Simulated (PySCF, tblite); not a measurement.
# C5H8F3PSi: infrared bands and NMR shifts

Aim: predict the infrared bands and NMR shifts of C5H8F3PSi (`FC(F)(F)P1CCC=C1[SiH3]`).

Programs: tblite 0.8.0 and PySCF 2.14.0, with density-fitted response routines of our own. Each step states its level of theory. These are calculated values for one molecule in the gas phase, unless marked as measured. Atoms are numbered from 0 throughout.

## (1) Starting geometry

18 atoms, charge 0, multiplicity 1; geometry from: GFN2-xTB.

Bonds of the start (Å): F0–C1 1.34, C1–F2 1.34, C1–F3 1.34, C1–P4 1.90, P4–C5 1.86, C5–C6 1.54, C6–C7 1.49, C7–C8 1.33, C8–Si9 1.89, C8–P4 1.83, C5–H10 1.09, C5–H11 1.09, C6–H12 1.09, C6–H13 1.09, C7–H14 1.08, Si9–H15 1.46, Si9–H16 1.46, Si9–H17 1.46.

## (2) Harmonic vibrations with GFN2-xTB

Job settings and geometry (Å):

```
{"job": {"kind": "ir", "xc": "GFN2-xTB", "basis": "xTB"}, "charge": 0, "multiplicity": 1}
F     -2.071150     2.273634    -0.892421
C     -0.864613     1.688322    -0.797825
F     -0.768199     0.860439    -1.852509
F      0.051123     2.650145    -0.984660
P     -0.659381     0.860138     0.900363
C     -1.760581    -0.603239     0.552152
C     -0.935155    -1.664032    -0.190800
C      0.506514    -1.288606    -0.077672
C      0.826687    -0.093368     0.414912
Si     2.558517     0.615909     0.658181
H     -2.088694    -0.980712     1.524250
H     -2.651600    -0.291226     0.003993
H     -1.202578    -1.698567    -1.250849
H     -1.111146    -2.659935     0.221495
H      1.250177    -1.991438    -0.424136
H      3.509451    -0.437045     0.297501
H      2.723550     1.795589    -0.187776
H      2.678320     0.970310     2.074145
```

**Question.** This job is followed by: GIAO PBE0/pcSseg-1 NMR shielding, non-relativistic, gas phase. Predict these results of the whole session: strongest single infrared mode (GFN2-xTB); zero-point energy (GFN2-xTB); 13C shifts against TMS (PBE0/pcSseg-1); 1H shifts against TMS (PBE0/pcSseg-1, means over atoms taken as alike); 19F shifts against CFCl3 (PBE0/pcSseg-1, means over atoms taken as alike); 31P shifts against H3PO4 (PBE0/pcSseg-1); 29Si shifts against TMS (PBE0/pcSseg-1).

The runs gave:

| quantity | value |
| --- | --- |
| strongest single infrared mode (GFN2-xTB) | 784 cm⁻¹, 426 km/mol |
| zero-point energy (GFN2-xTB) | 72.0 kcal/mol |
| 13C shifts against TMS (PBE0/pcSseg-1) | 171.0, 143.6, 135.9, 43.8, 26.0 ppm |
| 1H shifts against TMS (PBE0/pcSseg-1, means over atoms taken as alike) | 7.28, 4.44, 3.06, 2.26 ppm |
| 19F shifts against CFCl3 (PBE0/pcSseg-1, means over atoms taken as alike) | -76.3 ppm |
| 31P shifts against H3PO4 (PBE0/pcSseg-1) | 18.1 ppm |
| 29Si shifts against TMS (PBE0/pcSseg-1) | -74.5 ppm |

What this shows: All 48 modes are real, so the xTB geometry is a minimum. The strongest single mode, at 784 cm⁻¹, has its largest shares on H15, H16 and H17 (the list is cut at 3 atoms). GFN2-xTB is a fitted tight-binding method: band positions and strengths are rough. Its intensities can rank the bands wrongly. The most deshielded hydrogen is H14 (hydrogen on an alkene CH), at 7.28 ppm: olefinic region. At PBE0/pcSseg-1: Shielding is most anisotropic at C7 (span 215 ppm, paramagnetic term -237 ppm).
